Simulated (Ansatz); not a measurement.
# ClF2H7O3Si2: the cost of one run

Program: Ansatz 0.2.0, Gaussian basis. Level of theory: PBE0-D4, def2-SVP first, then def2-TZVP. These are calculated values, not measurements.

190 further runs of the same task are left out: 190 set aside as unsound or not needed.

**1. The starting structure**

The guess: 15 atoms, charge 0, spin multiplicity 1.

Atoms are counted from 1 here; the program's logs count them from 0.

Bond lengths: Si1–O2 1.715 Å, Si1–F4 1.622 Å, Si1–F5 1.599 Å, Si1–O6 1.610 Å, O2–Si3 1.682 Å, O2–H9 1.156 Å, Si3–H11 1.452 Å, Si3–H12 1.462 Å, Si3–H13 1.454 Å, O6–H14 0.956 Å, H7–O10 1.010 Å, O10–H15 0.964 Å. Angles: O2–Si1–F4 93.2°, O2–Si1–F5 111.5°, O2–Si1–O6 115.1°, F4–Si1–F5 93.0°, F4–Si1–O6 94.7°, F5–Si1–O6 132.2°, Si1–O2–Si3 124.4°, Si1–O2–H9 117.4°, Si3–O2–H9 118.1°, O2–Si3–H11 107.9°, O2–Si3–H12 97.9°, O2–Si3–H13 106.4°, H11–Si3–H12 114.2°, H11–Si3–H13 114.7°, H12–Si3–H13 113.7°, Si1–O6–H14 120.3°, H7–O10–H15 106.6°.

Geometry (Å):

| atom | x (Å) | y (Å) | z (Å) |
| --- | --- | --- | --- |
| Si1 | -1.3279 | 0.3004 | 0.3247 |
| O2 | 0.1893 | 0.0396 | -0.4311 |
| Si3 | 0.4746 | 0.2235 | -2.0780 |
| F4 | -2.1590 | -0.0109 | -1.0330 |
| F5 | -1.7290 | 1.8478 | 0.3141 |
| O6 | -1.9163 | -0.9630 | 1.1311 |
| H7 | 1.5665 | 0.0789 | 1.8219 |
| Cl8 | -0.1090 | 0.8922 | 2.3315 |
| H9 | 1.0849 | -0.2248 | 0.2504 |
| O10 | 2.0318 | -0.4907 | 1.1291 |
| H11 | -0.0048 | 1.5371 | -2.4708 |
| H12 | 1.9313 | 0.1012 | -2.0451 |
| H13 | -0.1916 | -0.8883 | -2.7372 |
| H14 | -1.7816 | -1.0376 | 2.0743 |
| H15 | 1.9407 | -1.4054 | 1.4182 |

Distances that are to change: Si1–Cl8 2.42 Å, H7–O10 1.01 Å, O2–H9 1.16 Å, Si1–O2 1.71 Å, H7–Cl8 1.93 Å, H9–O10 1.32 Å.

**2. Relaxing the guess with the reacting distances held**

The input, hold/in.yaml:

```yaml
crystal:
  periodic: [false, false, false]
  atoms:
    - {symbol: Si, position_ang: [-1.327900, 0.300400, 0.324700]}
    - {symbol: O, position_ang: [0.189300, 0.039600, -0.431100]}
    - {symbol: Si, position_ang: [0.474600, 0.223500, -2.078000]}
    - {symbol: F, position_ang: [-2.159000, -0.010900, -1.033000]}
    - {symbol: F, position_ang: [-1.729000, 1.847800, 0.314100]}
    - {symbol: O, position_ang: [-1.916300, -0.963000, 1.131100]}
    - {symbol: H, position_ang: [1.566500, 0.078900, 1.821900]}
    - {symbol: Cl, position_ang: [-0.109000, 0.892200, 2.331500]}
    - {symbol: H, position_ang: [1.084900, -0.224800, 0.250400]}
    - {symbol: O, position_ang: [2.031800, -0.490700, 1.129100]}
    - {symbol: H, position_ang: [-0.004800, 1.537100, -2.470800]}
    - {symbol: H, position_ang: [1.931300, 0.101200, -2.045100]}
    - {symbol: H, position_ang: [-0.191600, -0.888300, -2.737200]}
    - {symbol: H, position_ang: [-1.781600, -1.037600, 2.074300]}
    - {symbol: H, position_ang: [1.940700, -1.405400, 1.418200]}
basis:
  gaussian: {orbitals: def2-SVP}
hamiltonian: {xc: pbe0, dispersion: d4}
relax: {f_tol: 0.04, max_steps: 150, escape_saddle: false, constraints: [{distance: [0, 7]}, {distance: [6, 9]}, {distance: [1, 8]}, {distance: [0, 1]}, {distance: [6, 7]}, {distance: [8, 9]}]}
```

Launch:

```bash
> ansatz run in.yaml --threads 4 --pin off --events-out ev --progress --plain --max-ram 66560MiB --backend cuda --devices 0, --max-vram 37GiB
```

**Question.** How long does this run take on 1 × a share of an NVIDIA H100 with 4 threads of AMD EPYC 7R13, shared host?

About 23 s.
